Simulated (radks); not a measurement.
# Zr in [Kr] 4d2 6s2: an all-electron calculation

Aim: the levels, the sizes of the orbitals and the parts of the energy of neutral zirconium.

Program: radks (a radial shooting solver on a logarithmic mesh, Libxc functionals) version 1. Level of theory: scalar-relativistic Kohn-Sham, BLYP, spin-polarised, spherical densities, finite nucleus; open shells are filled with parallel spins first. These are calculated values, not measurements, unless marked.

**1. The atom as given**

- element: zirconium (Z = 40)
- charge: 0
- electrons: 40
- configuration: [Kr] 4d2 6s2
- nuclear rms radius: 4.2694 fm

The outer shells:

Zr
```
[Kr] core
4d [↑ ][↑ ][  ][  ][  ]
6s [↑↓]
```

**2. Self-consistent calculation**

Input:

```text
Z 40
configuration [Kr] 4d2 6s2 5s0 5p0 5d0
relativity scalar-relativistic
functional b88,lyp
spin polarised
nucleus finite rms 4.2694 fm
c 137.035999084
```

**Question.** What will this run give?

The runs gave:

| quantity | value |
| --- | --- |
| total energy | -3598.61611 hartree |
| exchange-correlation share of it | 3.18 % |
| −T/E | 1.0282 |
| highest occupied level | 6s down, -1.871 eV |
| most extended occupied level | 6s down, <r> = 7.93 bohr |
| radius at density 0.001 e/bohr³ | 3.69 bohr |
| maxima of the radial density | 4 |

What this shows: 5 principal shells are occupied and 4 maxima appear in the radial density; where shells overlap, one shows as a shoulder or not at all. Relativity lifts −T/E to 1.028. This is not the tabulated ground configuration, so its levels and sizes aren't those of the ground state, and no measured value stands beside it.
